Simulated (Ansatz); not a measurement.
# HfSn2Se6: the cost of one run

Method: DFT PBE, scalar-relativistic, plane waves, PAW, in Ansatz 0.2.0.

### Step 1. The structure to begin with

The structure is trigonal, space group R-3 (No. 148). The conventional cell has a = 6.687 Å, b = 6.687 Å, c = 21.554 Å, α = 90.00°, β = 90.00°, γ = 120.00°. Around Hf (site symmetry -3) lie 6 Se at 2.72 Å. Sn (site symmetry 3) has 6 Se at 2.74 Å as nearest neighbours. Se (site symmetry 1) has 1 Hf at 2.72 Å and 2 Sn at 2.74 Å as nearest neighbours.

Coordinates:

```
CELL_PARAMETERS angstrom
3.34343 1.93033 7.18456
-3.34343 1.93033 7.18456
0.00000 -3.86067 7.18456
ATOMIC_POSITIONS crystal
Hf 0.00000 0.00000 0.00000
Sn 0.66660 0.66660 0.66660
Sn 0.33340 0.33340 0.33340
Se 0.59586 0.25675 0.92661
Se 0.25675 0.92661 0.59586
Se 0.92661 0.59586 0.25675
Se 0.40414 0.74325 0.07339
Se 0.07339 0.40414 0.74325
Se 0.74325 0.07339 0.40414
```

It is the end of an earlier relaxation with the same method, from a generated guess; it is a trial structure. At a tolerance of 0.02 Å it has space group R-3 (No. 148); it has 30.91 Å³/atom, an uncorrected energy of -0.61 eV/atom over the elements.

### Step 2. Electronic structure at the relaxed geometry

Contents of input.yaml:

```yaml
crystal:
  lattice:
    - [3.3434347042, 1.9303329284, 7.1845552224]
    - [-3.3434347042, 1.9303329284, 7.1845552224]
    - [0.0, -3.860665851, 7.184555224]
  atoms:
    - { symbol: Hf, position: [0.0, 0.0, 0.0] }
    - { symbol: Sn, position: [0.6666048948, 0.6666048948, 0.6666048948] }
    - { symbol: Sn, position: [0.3333951052, 0.3333951052, 0.3333951052] }
    - { symbol: Se, position: [0.5958628295, 0.25674744, 0.9266067806] }
    - { symbol: Se, position: [0.25674744, 0.9266067806, 0.5958628295] }
    - { symbol: Se, position: [0.9266067806, 0.5958628295, 0.25674744] }
    - { symbol: Se, position: [0.4041371705, 0.74325256, 0.0733932194] }
    - { symbol: Se, position: [0.0733932194, 0.4041371705, 0.74325256] }
    - { symbol: Se, position: [0.74325256, 0.0733932194, 0.4041371705] }
basis:
  ecutwfc: 420
kpoints:
  mp_grid: { grid: [6, 6, 6] }
  band_path:
    path:
      - [[0.0, 0.0, 0.0], [-0.5, -0.5, -0.5], [-0.5, -0.21479196, -0.78520804]]
      - [[-0.21479196, 0.21479196, -0.5], [0.0, 0.0, -0.5], [0.0, 0.0, 0.0], [0.0, 0.35739598, -0.35739598]]
      - [[-0.35739598, 0.0, -0.64260402], [-0.5, 0.0, -0.5], [0.0, 0.0, 0.0]]
    npoints: 14
hamiltonian:
  xc: pbe
scf:
  occupations: { method: gaussian, width: 0.02 }
  n_extra_bands: 22
output:
  forces: true
  stress: true
  eigenvalues: true
  populations: true
  dos: { projected: true, de: 0.02, nscf_kmesh: { grid: [9, 9, 9] } }
  bader: true
  write_density: true
  write_potential: true
  elf: true
  volumetric_format: npy
```

Started as:

```bash
$ ansatz run input.yaml --threads 1 --pin off --max-ram 2560MiB --backend cpu --events-out ev --progress --plain --runs-dir out
```

**Question.** How long does this run take on 1 thread of Intel Xeon at 2.70GHz, shared host, and how much memory does it need?

About 5.9 min, with a peak of 2 GiB.
